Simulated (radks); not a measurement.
# Nb with its nuclear charge varied continuously

Aim: the energy of 41 electrons in [Kr] 4d4 5s1 as the nuclear charge moves through non-integer values, and a test of dE/dZ = E(electron-nucleus)/Z.

Method: Dirac Kohn-Sham, LDA (Slater exchange, Perdew-Wang correlation), spin-unpolarised, spherical densities, finite nucleus; open shells fill j = l - 1/2 first. Code: radks (a radial shooting solver on a logarithmic mesh, Libxc functionals) version 1.

### 1 What is computed

* element: niobium (Z = 41)
* charge: 0
* electrons: 41
* configuration: [Kr] 4d4 5s1
* nuclear rms radius: 4.324 fm

In the logs a row gives level, spin channel, occupation and eigenvalue; Etot, Ekin, Encl (electron-nucleus), Eh (Hartree) and Exc are energies, all in hartree; err is the last residual, it the number of iterations.

### 2 Z = 41

Settings of this run:

```text
Z 41
configuration [Kr] 4d4 5s1
relativity Dirac
functional lda,pw
spin unpolarised
j_filling energy
nucleus finite rms 4.324 fm
c 137.035999084
```

Log:

```text
1s1/2   1   2.0000        -689.87387981
2s1/2   1   2.0000         -96.49642684
2p1/2   1   2.0000         -88.62231281
2p3/2   1   4.0000         -85.10858135
3s1/2   1   2.0000         -16.07446223
3p1/2   1   2.0000         -13.10762496
3p3/2   1   4.0000         -12.53778358
3d3/2   1   4.0000          -7.27688947
3d5/2   1   6.0000          -7.17070604
4s1/2   1   2.0000          -2.14250792
4p1/2   1   2.0000          -1.32048924
4p3/2   1   4.0000          -1.24209708
4d3/2   1   4.0000          -0.11864925
4d5/2   1   0.0000          -0.11297284
5s1/2   1   1.0000          -0.15318876
Etot -3816.00894436599
Ekin 3948.845060715833
Encl -9219.873618150586
Eh 1569.7727566392332
Exc -114.75314357046963
err 3.92518291031212e-09
it 14
```

4d3/2 is the highest filled level (-3.229 eV).

Radial moments (bohr):

```csv
level,occupation,energy (eV),<r>,outermost maximum (interpolated),90 % within,nodes
3d3/2,4,-198.01,0.4313,0.332,0.692,0
3d5/2,6,-195.12,0.4348,0.335,0.698,0
4s1/2,2,-58.301,1.158,1.03,1.69,3
4p1/2,2,-35.932,1.281,1.10,1.91,2
4p3/2,4,-33.799,1.314,1.13,1.96,2
5s1/2,1,-4.168,3.691,3.06,5.54,4
4d3/2,4,-3.229,2.207,1.50,3.72,1
4d5/2,0,-3.074,2.242,1.51,3.78,1
```

Radial density 4πr²ρ:

```
r (bohr)  4πr²ρ (e/bohr)
 0.00122           1.097
 0.00190           2.404
 0.00294           5.110
 0.00457           10.36
 0.00704           19.30
  0.0109           32.55
  0.0170           46.37
  0.0263           52.01
  0.0409           46.10
  0.0635           46.49
  0.0986           61.87
   0.152           54.28
   0.236           39.18
   0.366           47.64
   0.569           24.07
   0.883           10.44
    1.37           8.377
    2.13           2.819
    3.28          0.9420
    5.09          0.2321
    7.91         0.01660
```

### 3 Z = 40.75

Input: that of step 2 with these lines changed.

```diff
@@ -1,2 +1,2 @@
-Z 41
+Z 40.75
 configuration [Kr] 4d4 5s1
```

Log:

```text
1s1/2   1   2.0000        -680.67082463
2s1/2   1   2.0000         -94.91366645
2p1/2   1   2.0000         -87.10865259
2p3/2   1   4.0000         -83.68879952
3s1/2   1   2.0000         -15.66996806
3p1/2   1   2.0000         -12.73729013
3p3/2   1   4.0000         -12.18498279
3d3/2   1   4.0000          -6.98634092
3d5/2   1   6.0000          -6.88389108
4s1/2   1   2.0000          -2.02140195
4p1/2   1   2.0000          -1.21552052
4p3/2   1   4.0000          -1.14062110
4d3/2   1   4.0000          -0.05188468
4d5/2   1   0.0000          -0.04690323
5s1/2   1   1.0000          -0.10234807
Etot -3760.027186909984
Ekin 3889.2565405366886
Encl -9086.360125267805
Eh 1550.7266461050997
Exc -113.65024828396663
err 5.261005144049274e-09
it 14
```

E − E(step 2, Z = 41) = +1523.3 eV. The top filled level is 4d3/2, -1.412 eV.

### 4 Z = 41.25

Input: that of step 3 with these lines changed.

```diff
@@ -1,2 +1,2 @@
-Z 40.75
+Z 41.25
 configuration [Kr] 4d4 5s1
```

Log:

```text
1s1/2   1   2.0000        -699.15457202
2s1/2   1   2.0000         -98.10425036
2p1/2   1   2.0000         -90.16081690
2p3/2   1   4.0000         -86.55123362
3s1/2   1   2.0000         -16.49395758
3p1/2   1   2.0000         -13.49284820
3p3/2   1   4.0000         -12.90504406
3d3/2   1   4.0000          -7.58180693
3d5/2   1   6.0000          -7.47179123
4s1/2   1   2.0000          -2.27530136
4p1/2   1   2.0000          -1.43691410
4p3/2   1   4.0000          -1.35487401
4d3/2   1   4.0000          -0.19581552
4d5/2   1   0.0000          -0.18941546
5s1/2   1   1.0000          -0.21039552
Etot -3872.46428720027
Ekin 4008.98667928947
Encl -9354.144735985028
Eh 1588.5440102006642
Exc -115.85024070537595
err 3.220728486235655e-09
it 14
```

E − E(step 2, Z = 41) = -1536.2 eV. The top filled level is 4d3/2, -5.328 eV.

### 5 Z = 41.5

Input: that of step 4 with these lines changed.

```diff
@@ -1,2 +1,2 @@
-Z 41.25
+Z 41.5
 configuration [Kr] 4d4 5s1
```

Log:

```text
1s1/2   1   2.0000        -708.51157852
2s1/2   1   2.0000         -99.73570909
2p1/2   1   2.0000         -91.72273924
2p3/2   1   4.0000         -88.01530040
3s1/2   1   2.0000         -16.92697201
3p1/2   1   2.0000         -13.89147855
3p3/2   1   4.0000         -13.28527448
3d3/2   1   4.0000          -7.89960494
3d5/2   1   6.0000          -7.78565617
4s1/2   1   2.0000          -2.41820336
4p1/2   1   2.0000          -1.56322635
4p3/2   1   4.0000          -1.47738070
4d3/2   1   4.0000          -0.28212506
4d5/2   1   0.0000          -0.27497230
5s1/2   1   1.0000          -0.27317161
Etot -3929.3922535928027
Ekin 4069.68151931719
Encl -9489.230228852106
Eh 1607.099155548854
Exc -116.94269960674032
err 5.154770743452475e-09
it 14
```

Energy against step 2 (Z = 41): -3085.3 eV. 5s1/2 is the highest filled level (-7.433 eV).

### 6 Z = 41.75

Input: that of step 5 with these lines changed.

```diff
@@ -1,2 +1,2 @@
-Z 41.5
+Z 41.75
 configuration [Kr] 4d4 5s1
```

Log:

```text
1s1/2   1   2.0000        -717.94403226
2s1/2   1   2.0000        -101.38983120
2p1/2   1   2.0000         -93.30711006
2p3/2   1   4.0000         -89.49978137
3s1/2   1   2.0000         -17.37248486
3p1/2   1   2.0000         -14.30249618
3p3/2   1   4.0000         -13.67744661
3d3/2   1   4.0000          -8.22925667
3d5/2   1   6.0000          -8.11127194
4s1/2   1   2.0000          -2.57012195
4p1/2   1   2.0000          -1.69834752
4p3/2   1   4.0000          -1.60853712
4d3/2   1   4.0000          -0.37670438
4d5/2   1   0.0000          -0.36876956
5s1/2   1   1.0000          -0.34100174
Etot -3986.7921817508923
Ekin 4130.930076145704
Encl -9625.169449041352
Eh 1625.478539882076
Exc -118.0313487373207
err 6.177124535499275e-09
it 13
```

E − E(step 2, Z = 41) = -4647.2 eV. 5s1/2 is the highest filled level (-9.279 eV).

### 7 Z = 42

Input: that of step 6 with these lines changed.

```diff
@@ -1,2 +1,2 @@
-Z 41.75
+Z 42
 configuration [Kr] 4d4 5s1
```

Log:

```text
1s1/2   1   2.0000        -727.45132632
2s1/2   1   2.0000        -103.06590509
2p1/2   1   2.0000         -94.91321967
2p3/2   1   4.0000         -91.00393596
3s1/2   1   2.0000         -17.82973961
3p1/2   1   2.0000         -14.72514538
3p3/2   1   4.0000         -14.08079648
3d3/2   1   4.0000          -8.56999945
3d5/2   1   6.0000          -8.44787384
4s1/2   1   2.0000          -2.73024755
4p1/2   1   2.0000          -1.84148275
4p3/2   1   4.0000          -1.74754725
4d3/2   1   4.0000          -0.47889784
4d5/2   1   0.0000          -0.47015120
5s1/2   1   1.0000          -0.41351536
Etot -4044.6636251156056
Ekin 4192.733105573652
Encl -9761.9919325905
Eh 1643.7120318914667
Exc -119.11682999022528
err 4.938529913330364e-09
it 14
```

E − E(step 2, Z = 41) = -6222.0 eV. 5s1/2 is the highest filled level (-11.252 eV).

### 8 What came out

```
    Z  E (hartree)  E(electron-nucleus)/Z (hartree)  highest level  its energy (eV)  <r> (bohr)
40.75  -3760.02719                         -222.978          4d3/2           -1.412       2.380
   41  -3816.00894                         -224.875          4d3/2           -3.229       2.207
41.25  -3872.46429                         -226.767          4d3/2           -5.328       2.072
 41.5  -3929.39225                         -228.656          5s1/2           -7.433       3.373
41.75  -3986.79218                         -230.543          5s1/2           -9.279       3.239
   42  -4044.66363                         -232.428          5s1/2          -11.252       3.118
```

What this shows: At Z = 41 the central difference of E is -224.874 hartree, against -224.875 from the Hellmann-Feynman theorem. The top level goes from -1.412 eV at Z = 40.75 to -11.252 eV at Z = 42. Between Z = 41.25 and 41.5 the top level changes from 4d3/2 to 5s1/2, so the curve of the top level has a kink there, while E(Z) stays smooth.
